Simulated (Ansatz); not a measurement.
# Ta3AlN4: the cost of one run

Program: Ansatz 0.2.0. Level of theory: DFT PBE, scalar-relativistic, plane waves, PAW. These are calculated values, not measurements.

## 1. The system as given

Symmetry: P4/mmm, No. 123, tetragonal system. The conventional cell has a = 3.357 Å, b = 3.357 Å, c = 9.496 Å, α = 90.00°, β = 90.00°, γ = 90.00°. Around Ta (site symmetry 4/mmm) lie 6 N at 2.37 Å. Ta (site symmetry 4mm) has 6 N at 2.37 Å as nearest neighbours. Around Al (site symmetry 4/mmm) lie 6 N at 2.37 Å. N (site symmetry 4mm) is surrounded by 5 Ta at 2.37 Å and 1 Al at 2.37 Å. N (site symmetry 4/mmm) has 6 Ta at 2.37 Å as nearest neighbours. N (site symmetry 4/mmm) is surrounded by 4 Al at 2.37 Å and 2 Ta at 2.37 Å.

Coordinates:

```xyz
8
Lattice="3.3573 0.0000 0.0000 0.0000 3.3573 0.0000 0.0000 0.0000 9.4959" Properties=species:S:1:pos:R:3 pbc="T T T"
Ta    0.0000    0.0000    0.0000
Ta    1.6787    1.6787    2.3740
Ta    1.6787    1.6787    7.1219
Al    0.0000    0.0000    4.7480
N     0.0000    0.0000    7.1219
N     1.6787    1.6787    0.0000
N     0.0000    0.0000    2.3740
N     1.6787    1.6787    4.7480
```

The start is an ordering of an alloy on its end members' structure types: elements ordered on the sites of the TaN type, Ta/Al on Ta (P4/mmm, No. 123).

## 2. Probe: one point on a coarse mesh

Contents of input.yaml:

```yaml
crystal:
  lattice:
    - [3.35730924, 0.0, 0.0]
    - [0.0, 3.35730924, 0.0]
    - [0.0, 0.0, 9.49590453]
  atoms:
    - { symbol: Ta, position: [0.0, 0.0, 0.0] }
    - { symbol: Ta, position: [0.5, 0.5, 0.25] }
    - { symbol: Ta, position: [0.5, 0.5, 0.75] }
    - { symbol: Al, position: [0.0, 0.0, 0.5] }
    - { symbol: "N", position: [0.0, 0.0, 0.75] }
    - { symbol: "N", position: [0.5, 0.5, 0.0] }
    - { symbol: "N", position: [0.0, 0.0, 0.25] }
    - { symbol: "N", position: [0.5, 0.5, 0.5] }
basis:
  ecutwfc: 420
kpoints:
  mp_grid: { grid: [6, 6, 2] }
hamiltonian:
  xc: pbe
scf:
  occupations: { method: gaussian, width: 0.1 }
  lower_state_search: "off"
output:
  forces: true
  stress: true
  eigenvalues: true
```

The run is started by

```
$ ansatz run input.yaml --threads 1 --pin off --max-ram 2560MiB --backend cpu --events-out ev --progress --plain --runs-dir out
```

**Question.** How long does this run take on 1 thread of Intel Xeon at 2.50GHz (Skylake/Cascade Lake), shared host, and how much memory does it need?

About 8.2 s, with a peak of 0.4 GiB.
